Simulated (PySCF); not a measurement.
# CH5F2PSi: the cost of one run

The runs use PySCF 2.14.0, with density-fitted response routines of our own; the level of theory stands in each step. All values are computed, except where a source is named. Atoms count from 0, in the outputs and in this text.

## Step 1: Starting geometry

10 atoms, charge 0, multiplicity 1; geometry from: GFN2-xTB. The atoms were then displaced at random by about 0.01 Å, so the start is not that level's minimum.

Bonds of the start (Å): F0–C1 1.38, C1–F2 1.36, C1–Si3 1.97, Si3–P4 2.20, C1–H5 1.10, Si3–H6 1.46, Si3–H7 1.47, P4–H8 1.36, P4–H9 1.39.

## Step 2: Optimising the geometry at PBE0-D3(BJ)/def2-SVP

What the job is given:

```
{"job": {"xc": "PBE0", "basis": "def2-SVP", "d3": "d3bj", "grid": 1, "shake": 0.01, "kind": "geom"}, "charge": 0, "multiplicity": 1}
F     -1.007290    -1.572720    -0.863250
C     -1.388180    -0.476040    -0.109430
F     -1.668290    -0.961670     1.126010
Si     0.108340     0.806350    -0.028240
P      1.792620    -0.366800     0.767190
H     -2.334560    -0.089170    -0.514260
H      0.163800     1.357950    -1.380360
H     -0.345500     1.834530     0.918470
H      1.975250    -1.119570    -0.348310
H      2.754260     0.566200     0.411140
```

Started as:

```
$ OMP_NUM_THREADS=1 python probes_run.py task.json out
```

The driver reads the jobs from task.json and runs them one after another.

**Question.** How long does this first job take on 1 thread of Arm Neoverse N1, shared host, and how much memory does it need?

About 33 s, with a peak of 0.42 GiB.
